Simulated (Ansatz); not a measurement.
# Sn4F: the cost of one run

Program: Ansatz 0.2.0. Level of theory: DFT PBE, scalar-relativistic, plane waves, PAW. These are calculated values, not measurements.

**1. The starting structure**

It takes space group P4/mmm (No. 123, tetragonal). The conventional cell has a = 5.015 Å, b = 5.015 Å, c = 6.726 Å, α = 90.00°, β = 90.00°, γ = 90.00°. Sn (site symmetry mmm) has 2 F at 2.51 Å in its first shell of neighbours. Around Sn (site symmetry 4mm) lie 5 Sn at 3.05 to 3.11 Å. F (site symmetry 4/mmm) has 4 Sn at 2.51 Å in its first shell of neighbours.

As a file:

```xyz
5
Lattice="5.0155 0.0000 0.0000 0.0000 5.0155 0.0000 0.0000 0.0000 6.7259" Properties=species:S:1:pos:R:3 pbc="T T T"
Sn    0.0000    2.5077    0.0000
Sn    2.5077    0.0000    0.0000
Sn    0.0000    0.0000    1.8363
Sn    0.0000    0.0000    4.8895
F     2.5077    2.5077    0.0000
```

The cell was relaxed beforehand at this level, from a generated guess; it is a trial structure. At a tolerance of 0.05 Å it has space group P4/mmm (No. 123); it has 33.84 Å³/atom, an uncorrected energy of -0.41 eV/atom over the elements.

**2. Static run: bands, density of states and charges**

input.yaml

```yaml
crystal:
  lattice:
    - [5.0154618042, 0.0, 0.0]
    - [0.0, 5.0154618042, 0.0]
    - [0.0, 0.0, 6.7258824118]
  atoms:
    - { symbol: Sn, position: [0.0, 0.5, 0.0] }
    - { symbol: Sn, position: [0.5, 0.0, 0.0] }
    - { symbol: Sn, position: [0.0, 0.0, 0.2730257103] }
    - { symbol: Sn, position: [0.0, 0.0, 0.7269742897] }
    - { symbol: F, position: [0.5, 0.5, 0.0] }
basis:
  ecutwfc: 420
kpoints:
  mp_grid: { grid: [8, 8, 6] }
  band_path:
    path:
      - [[0.0, 0.0, 0.0], [0.0, 0.5, 0.0], [0.5, 0.5, 0.0], [0.0, 0.0, 0.0], [0.0, 0.0, 0.5], [0.0, 0.5, 0.5], [0.5, 0.5, 0.5], [0.0, 0.0, 0.5]]
      - [[0.0, 0.5, 0.0], [0.0, 0.5, 0.5]]
      - [[0.5, 0.5, 0.0], [0.5, 0.5, 0.5]]
    npoints: 14
hamiltonian:
  xc: pbe
scf:
  occupations: { method: gaussian, width: 0.1 }
  n_extra_bands: 12
output:
  forces: true
  stress: true
  eigenvalues: true
  populations: true
  dos: { projected: true, de: 0.02, nscf_kmesh: { grid: [10, 10, 8] } }
  bader: true
  write_density: true
  write_potential: true
  elf: true
  volumetric_format: npy
```

Command:

```
$ ansatz run input.yaml --threads 1 --pin off --max-ram 2560MiB --backend cpu --events-out ev --progress --plain --runs-dir out
```

**Question.** How long does this run take on 1 thread of Intel Xeon at 2.70GHz, shared host, and how much memory does it need?

About 1.7 min, with a peak of 0.82 GiB.
